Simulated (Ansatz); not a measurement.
Write a Python script for Ansatz's Python interface that makes a ranking of structure types by relaxed energy of TiI2 on several prototypes. Settings (first run): PBEsol, PAW, cutoff 422 eV, 6×6×3 k-points, Fermi-Dirac smearing of 0.1 eV.

Script `prototypes_tii2.py`:
```python
"""TiI2 on common prototypes, each relaxed."""

import ansatz as az
import numpy as np
import spglib

FUNCTIONAL = "pbesol"
K_SPACING = 0.33
FILLING = "fermi_dirac"
SIGMA = 0.1


def cdi2(a_site, b_site, a):
    return (
        az.Lattice.from_parameters(a, a, 1.6 * a, alpha=90, beta=90, gamma=120)
        .space_group(164)
        .atom(a_site, [0, 0, 0])
        .atom(b_site, [1 / 3, 2 / 3, 0.25])
    )


def fluorite(a_site, b_site, a):
    return (
        az.Lattice.fcc(a)
        .space_group(225)
        .atom(a_site, [0, 0, 0])
        .atom(b_site, [0.25, 0.25, 0.25])
        .primitive()
    )


def alb2(a_site, b_site, a):
    return (
        az.Lattice.from_parameters(a, a, 1.1 * a, alpha=90, beta=90, gamma=120)
        .space_group(191)
        .atom(a_site, [0, 0, 0])
        .atom(b_site, [1 / 3, 2 / 3, 0.5])
    )


def ground_state(name, crystal):
    calc = (
        crystal.calculation()
        .functional(FUNCTIONAL)
        .basis(31 * az.Ry)
        .kpoints(spacing=K_SPACING)
        .occupations(FILLING, width=SIGMA)
        .stress()
        .band_table()
    )
    calc = calc.relax(force_tolerance=0.02, cell=True)
    return calc.run()


def volume_per_atom(outcome):
    return abs(np.linalg.det(outcome.lattice.cell_ang)) / len(outcome.lattice.sites)


def space_group(outcome):
    sites = outcome.report["lattice"]["sites"]
    kinds = sorted({site["symbol"] for site in sites})
    cell = (outcome.lattice.cell_ang, [site["position_frac"] for site in sites], [kinds.index(site["symbol"]) for site in sites])
    return spglib.get_spacegroup(cell, symprec=0.01)

# a is a first guess in angstrom
phases = {}
phases["CdI2"] = cdi2("Ti", "I", 4.14)
phases["fluorite"] = fluorite("Ti", "I", 6.99)
phases["AlB2"] = alb2("Ti", "I", 4.4)

done = {}
for name, crystal in phases.items():
    done[name] = ground_state(name, crystal)
    print(f"{name}: {done[name].report['energy_sigma0_ev']:.4f} eV, {len(done[name].lattice.sites)} atoms")

energy = {name: o.report["energy_sigma0_ev"] / len(o.lattice.sites) for name, o in done.items()}
lowest = min(energy.values())
rows = [(name, len(o.lattice.sites), 1000 * (energy[name] - lowest), volume_per_atom(o), space_group(o)) for name, o in done.items()]
rows.sort(key=lambda row: row[2])
print("     phase       atoms  dE (meV/atom)  V (A^3/atom)  space group")
for row in rows:
    print(f"{str(row[0]):>10}  {row[1]:10d}  {row[2]:13.1f}  {row[3]:12.3f}  {str(row[4]):>11}")
print("lowest in energy:", rows[0][0])
```

`python prototypes_tii2.py` gives:
```text
CdI2: -17340.4607 eV, 3 atoms
fluorite: -17338.9205 eV, 3 atoms
AlB2: -17335.9414 eV, 3 atoms
     phase       atoms  dE (meV/atom)  V (A^3/atom)  space group
      CdI2           3            0.0        29.025  P-3m1 (164)
  fluorite           3          513.4        28.242  Fm-3m (225)
      AlB2           3         1506.4        28.611  P6/mmm (191)
lowest in energy: CdI2
```

By space group at the end of each run: P-3m1 (+0 meV an atom, 29.0 Å³), Fm-3m (+513 meV an atom, 28.2 Å³) and P6/mmm (+1506 meV an atom, 28.6 Å³).

Notes:
- Absolute energies stand on the zero of these potentials, so only differences at equal settings mean something.
- For the metals among these phases the mesh is modest: differences between phases can be off by up to 40 meV an atom.
- The cells are built on prototypes, so most aren't the phase found in nature. Rows bear the name of their start, and a relaxation keeps or raises the symmetry. Differences under about 40 meV an atom lie within the error of mesh and functional.
- The whole script took 91 s on 1 thread of Intel(R) Xeon(R) Platinum 8259CL CPU @ 2.50GHz (Skylake/Cascade Lake), on a shared host, peak memory 0.51 GiB.

(Lines on the test bed's own set-up are left out of the output.)
